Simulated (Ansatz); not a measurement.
The system is Na2Sb.

```
Na Sb
1.0
     3.28644    0.00000    0.00000
     0.00000    3.28644    0.00000
     0.00000    0.00000    4.64202
Na Sb
2 1
Cartesian
  1.6432 0.0000 2.3210
  0.0000 1.6432 2.3210
  0.0000 0.0000 0.0000
```

The cell was built by a generator and needn't be a form met in nature.

```yaml
Program: Ansatz 0.2.0
Task: single point
Functional: PBE
Potentials_or_basis: all-electron LAPW, scalar-relativistic
Cutoff: 259 eV (chosen from the basis error)
Basis_error_allowed: 0.001 eV/atom
k_mesh: 8 × 8 × 6
Occupations: fermi-dirac, width 0.05 eV
Spin: no spin polarisation
```

On this cell: pressure 35.4 GPa; largest force under 0.003 eV/Å; band gap on the k mesh none (metal or under the smearing width).

The same run follows on a disturbed copy (atoms moved at random, drawn with an rms of 0.05 Å):

```
Na Sb
1.0
     3.28644    0.00000    0.00000
     0.00000    3.28644    0.00000
     0.00000    0.00000    4.64202
Na Sb
2 1
Direct
  0.50585 0.99589 0.50193
  0.99964 0.51205 0.50317
  0.99962 0.01185 0.99632
```

Q: What changes?

A: The energy (extrapolated to zero smearing) moves by +4.1 meV/atom; pressure 35.5 GPa; largest force 0.445 eV/Å; band gap on the k mesh none (metal or under the smearing width).

Forces in eV/Å, atoms in the order of the input:
```
Na  -0.152  0.163 -0.211
Na   0.086 -0.223 -0.225
Sb   0.066  0.061  0.436
```

Stress tensor (GPa, compression positive):
```
39.21 -0.03  0.04
-0.03 39.16  0.04
 0.04  0.04 28.06
```

Caveats: a pressure of tens of GPa on the cell as given is suspect, and the run, the potentials or the cell itself is likely at fault (some runs).
